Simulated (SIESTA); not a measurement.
**WS2 in SIESTA: convergence with real-space mesh cutoff**

The system is WS2, a slab with vacuum.

```
S W
1.0
     3.15800    0.00000    0.00000
    -1.57900    2.73491    0.00000
     0.00000    0.00000   24.29369
S W
4 2
Direct
  0.33333 0.66667 0.30872
  0.33333 0.66667 0.43758
  0.00000 0.00000 0.56242
  0.00000 0.00000 0.69128
  0.66667 0.33333 0.37392
  0.33333 0.66667 0.62762
```

| Item | Value |
| --- | --- |
| Program | SIESTA 5.4.2 |
| Task | single point |
| Functional | vdW-DF-cx |
| Potentials or basis | PseudoDojo 0.4 standard (PBE files) |
| Basis | DZP (energy shift 0.003 Ry; two zetas on semicore shells) |
| Grid cutoff | 100 Ry |
| Energy shift | 0.003 Ry |
| k mesh | 6 × 6 × 1 |
| Occupations | fermi-dirac, width 0.05 eV |
| Spin | no spin polarisation |

These are the settings of the first run; the series varies real-space mesh cutoff, with any setting tied to it.

Hardware: 1 thread of Arm Neoverse V2, with other jobs on the host.

| real-space mesh cutoff | energy less the tightest run, at zero smearing (meV/atom) | largest force (eV/Å) | SCF cycles | CPU time (s) | peak memory (GiB) |
| --- | --- | --- | --- | --- | --- |
| 100 Ry | -4.81 | 0.974 | 13 | 17 | 0.23 |
| 150 Ry | -1.29 | 0.979 | 13 | 25 | 0.26 |
| 200 Ry | -0.83 | 0.984 | 13 | 29 | 0.28 |
| 300 Ry | -0.30 | 0.979 | 13 | 45 | 0.34 |
| 400 Ry | -0.08 | 0.982 | 13 | 71 | 0.44 |
| 500 Ry | -0.03 | 0.983 | 13 | 100 | 0.55 |
| 700 Ry | -0.01 | 0.984 | 13 | 160 | 0.76 |
| 900 Ry | 0.00 | 0.983 | 13 | 200 | 0.89 |
| 1200 Ry | 0.00 | 0.982 | 13 | 320 | 1.3 |

Against the tightest run, the energy stays within 1 meV/atom from 200 Ry on; the largest force stays within 0.005 eV/Å from 150 Ry on. Values are those asked for, which the program may round to a finer grid. The tightest run that finished is the yardstick and may itself not be fully converged.

Caveat, for the tightest run too: the potentials were made for another functional, which shifts forces and pressure.
